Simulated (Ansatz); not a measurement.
**C₆H₁₄FGa: one species, many methods**

Aim: compute C₆H₁₄FGa with functionals from several rungs and with coupled cluster. The yardstick is the atomisation energy at the CCSD(T) limit.

Program: Ansatz 0.2.0, Gaussian basis. Level of theory: functionals in def2-TZVPP, the program's frozen cores in correlated methods. These are calculated values, not measurements.

Plan: LDA (SPW92), PBE-D4, revPBE-D4, BLYP-D4, r2SCAN-D4, B97M-V, PBE0-D4, B3LYP-D4, r2SCANh-D4, r2SCAN0-D4, HSE06-D4, BHLYP-D4, CAM-B3LYP-D4, LC-ωPBE, ωB97X-V, ωB97M-V, B2PLYP, PBE-QIDH; CCSD(T)/def2-SVP; CCSD(T)/def2-TZVPP; MP2/def2-QZVPP; extrapolation to the limit; RPA on PBE.

## 1. Structure used throughout

An earlier PBE0-D4 in a triple-zeta def2 set relaxation fixed the geometry.

SMILES `C[CH](C)[Ga]([F])[CH](C)C`, 22 atoms, charge 0, spin multiplicity 1.

Atoms are counted from 1 here; the program's logs count them from 0.

Bond lengths: C1–C2 1.525 Å, C1–H9 1.094 Å, C1–H10 1.092 Å, C1–H11 1.096 Å, C2–C3 1.525 Å, C2–Ga4 1.980 Å, C2–H12 1.099 Å, C3–H13 1.093 Å, C3–H14 1.096 Å, C3–H15 1.095 Å, Ga4–F5 1.782 Å, Ga4–C6 1.979 Å, C6–C7 1.527 Å, C6–C8 1.523 Å, C6–H16 1.098 Å, C7–H17 1.096 Å, C7–H18 1.095 Å, C7–H19 1.092 Å and more. Angles: C2–C1–H9 111.5°, C2–C1–H10 112.0°, C2–C1–H11 110.7°, H9–C1–H10 107.3°, H9–C1–H11 106.9°, H10–C1–H11 108.1°, C1–C2–C3 112.0°, C1–C2–Ga4 111.0°, C1–C2–H12 108.0°, C3–C2–Ga4 113.2°, C3–C2–H12 108.2°, Ga4–C2–H12 103.9°, C2–C3–H13 112.5°, C2–C3–H14 110.8°, C2–C3–H15 111.6°, H13–C3–H14 107.4°, H13–C3–H15 107.3°, H14–C3–H15 106.8° and more.

As a file:

```xyz
22
charge 0, multiplicity 1
C     0.07809   -1.37790   -2.63744
C     0.86224   -0.78596   -1.47062
C     1.28674   -1.85263   -0.46710
Ga   -0.12625    0.71630   -0.64297
F    -1.06811    1.62567   -1.85155
C    -0.36200    1.49714    1.16006
C    -1.84859    1.60044    1.49378
C     0.41753    0.77794    2.25354
H    -0.83113   -1.88137   -2.29438
H    -0.22445   -0.61448   -3.35655
H     0.67752   -2.12722   -3.16755
H     1.76860   -0.31422   -1.87534
H     1.89563   -1.44565    0.34413
H     1.87472   -2.63704   -0.95778
H     0.42181   -2.34427   -0.01082
H     0.03130    2.51726    1.05986
H    -1.99696    2.13038    2.44200
H    -2.30596    0.61233    1.60913
H    -2.40500    2.13520    0.72099
H     0.08082   -0.25590    2.37709
H     0.28203    1.27546    3.22115
H     1.49142    0.74852    2.05037
```

## 2. LDA

This LDA is Slater exchange with PW92 correlation.

The input, in.yaml:

```yaml
crystal:
  periodic: [false, false, false]
  atoms:
    - {symbol: C, position_ang: [0.078092, -1.377895, -2.637438]}
    - {symbol: C, position_ang: [0.862240, -0.785960, -1.470616]}
    - {symbol: C, position_ang: [1.286738, -1.852633, -0.467105]}
    - {symbol: Ga, position_ang: [-0.126251, 0.716299, -0.642967]}
    - {symbol: F, position_ang: [-1.068114, 1.625675, -1.851547]}
    - {symbol: C, position_ang: [-0.361999, 1.497139, 1.160061]}
    - {symbol: C, position_ang: [-1.848590, 1.600441, 1.493782]}
    - {symbol: C, position_ang: [0.417528, 0.777935, 2.253537]}
    - {symbol: H, position_ang: [-0.831129, -1.881367, -2.294376]}
    - {symbol: H, position_ang: [-0.224455, -0.614479, -3.356548]}
    - {symbol: H, position_ang: [0.677523, -2.127219, -3.167551]}
    - {symbol: H, position_ang: [1.768598, -0.314223, -1.875338]}
    - {symbol: H, position_ang: [1.895635, -1.445648, 0.344134]}
    - {symbol: H, position_ang: [1.874725, -2.637040, -0.957780]}
    - {symbol: H, position_ang: [0.421806, -2.344274, -0.010816]}
    - {symbol: H, position_ang: [0.031304, 2.517263, 1.059862]}
    - {symbol: H, position_ang: [-1.996956, 2.130380, 2.442004]}
    - {symbol: H, position_ang: [-2.305958, 0.612325, 1.609126]}
    - {symbol: H, position_ang: [-2.404996, 2.135202, 0.720986]}
    - {symbol: H, position_ang: [0.080819, -0.255899, 2.377086]}
    - {symbol: H, position_ang: [0.282028, 1.275456, 3.221147]}
    - {symbol: H, position_ang: [1.491421, 0.748522, 2.050371]}
basis:
  gaussian: {orbitals: def2-TZVPP}
hamiltonian: {xc: lda}
output: {orbitals: {seedname: orbitals}}
```

Command:

```bash
> ansatz run in.yaml --threads 4 --pin off --events-out ev --progress --plain --max-ram 46080MiB --backend cuda --devices 0, --max-vram 37GiB
```

The runs that follow: PBE-D4 (GGA); revPBE-D4 (GGA); BLYP-D4 (GGA); r2SCAN-D4 (meta-GGA); B97M-V (meta-GGA); B3LYP-D4 (hybrid); r2SCANh-D4 (hybrid); r2SCAN0-D4 (hybrid); HSE06-D4 (hybrid); BHLYP-D4 (hybrid); CAM-B3LYP-D4 (range-separated); LC-ωPBE (range-separated); ωB97X-V (range-separated); ωB97M-V (range-separated); B2PLYP (double hybrid); PBE-QIDH (double hybrid); CCSD(T) in def2-SVP; CCSD(T) in def2-TZVPP; MP2 in def2-QZVPP; RPA on PBE orbitals.

Before running them: what should the planned runs give, taken together? Wanted: atomisation energy, CCSD(T)/CBS; farthest beyond LDA; mean size of error, GGA; mean size of error, meta-GGA; mean size of error, hybrid; mean size of error, range-separated; mean size of error, double hybrid; gap, smallest and largest; T1 diagnostic.

**Answer**, as computed:

```
                               quantity                                                                                                                                          value
        atomisation energy, CCSD(T)/CBS                                                                                                                                      88.005 eV
    functionals within 0.880 eV (1.0 %)  revPBE-D4, BLYP-D4, r2SCAN-D4, B97M-V, PBE0-D4, B3LYP-D4, r2SCANh-D4, r2SCAN0-D4, HSE06-D4, CAM-B3LYP-D4, LC-ωPBE, ωB97X-V, ωB97M-V, PBE-QIDH
                    farthest beyond LDA                                                                                                                           BHLYP-D4 (-2.170 eV)
                mean size of error, GGA                                                                                                                                       0.881 eV
           mean size of error, meta-GGA                                                                                                                                       0.113 eV
             mean size of error, hybrid                                                                                                                                       0.673 eV
    mean size of error, range-separated                                                                                                                                       0.104 eV
      mean size of error, double hybrid                                                                                                                                       0.614 eV
              gap, smallest and largest                                                                                                      4.00 eV (LDA (SPW92)), 10.86 eV (LC-ωPBE)
                          T1 diagnostic                                                                                                                                         0.0114
triples share of the correlation energy                                                                                                                                          3.7 %
```

In words: The LDA atomisation energy is off by 11.520 eV (13 %): it overbinds. PBE-D4 is off by +1.277 eV. Double hybrids carry the basis error of their MP2 part in triple zeta, and no dispersion term here, so their miss is partly the set-up's. The rungs range-separated, meta-GGA, double hybrid, hybrid miss on average by less than the doubt on the reference (0.880 eV), so they tie. The reference freezes the cores and leaves out relativity and excitations past (T), and its outer-core shells are covered unevenly, so misses under about 0.880 eV can't be ranked. Hartree-Fock recovers 75 % of the binding; the rest is correlation. CCSD(T) in def2-SVP is off by -3.445 eV, more than most functionals: a good method in a small basis is no reference. The gap grows from 4.0 to 10.9 eV across the functionals, mostly with the share of exact exchange. Correlated methods include outer-core shells of Ga, which these sets cover unevenly.
